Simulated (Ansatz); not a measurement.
Runs of Ansatz 0.2.0 on HfIn4SiO6. Symmetry: P312, No. 149, trigonal system. The conventional cell has a = 5.277 Å, b = 5.277 Å, c = 10.559 Å, α = 90.00°, β = 90.00°, γ = 120.00°. Hf (site symmetry 32) has 6 O at 2.10 Å as nearest neighbours. In (site symmetry 3) is surrounded by 3 O at 2.62 Å. Around In (site symmetry 3) lie 3 O at 2.32 Å. Around Si (site symmetry 32) lie 6 O at 1.83 Å. O (site symmetry 1) is surrounded by 1 Si at 1.83 Å and 1 Hf at 2.10 Å. The cell was built by a generator and needn't be a form met in nature.

```tsv
task	level	potentials or basis	U	cell	k mesh	cutoff (eV)	basis error allowed	gap on the mesh (eV)	pressure (GPa)	largest force (eV/Å)
electron localisation function	PBE	all-electron PAW datasets made for the crystal	-	as given	6 × 6 × 3	440	-	none	0.0	-
single point	PBE	all-electron LAPW, scalar-relativistic	-	as given	4 × 4 × 2	388	0.002 eV/atom	0.35	0.0	0.01
single point	PBE+U	all-electron LAPW, scalar-relativistic	Hf d U = 3 eV	as given	4 × 4 × 2	388	0.002 eV/atom	0.36	(a)	(b)
relaxation of cell and atoms	PBE	all-electron PAW datasets made for the crystal	-	relaxed	4 × 4 × 2	-	-	0.35	0.0	0.01
electric field gradients	PBE	all-electron PAW datasets made for the crystal	-	as given	6 × 6 × 3	440	-	none	0.0	-
single point	PBE+U	all-electron LAPW, scalar-relativistic	Hf d U = 6 eV	as given	4 × 4 × 2	388	0.002 eV/atom	0.36	1.1	0.41
electrostatic potential	PBE	all-electron PAW datasets made for the crystal	-	as given	6 × 6 × 3	440	-	none	0.0	-
band structure	PBEsol	all-electron LAPW, scalar-relativistic	-	as given	4 × 4 × 2	387	0.002 eV/atom	0.34	-3.0	0.32
```

Alike in all rows: no spin polarisation; smearing fermi-dirac 0.05 eV.

Question: Fill in the values left out.

Answer: (a) 0.5; (b) 0.19.

Caveats: spin-orbit coupling is left out, which moves the levels of the heavy elements (some runs); U is the effective U less J, on atomic orbitals that reach past the spheres (some runs); the mesh misses the band edges, which the band path finds closer together (some runs).

A k mesh can miss the band edges, and the runs leave out spin-orbit coupling on Hf, In.

A gap of «none» marks a metal or a gap under the smearing width.

The runs don't all hold the same shells in valence.
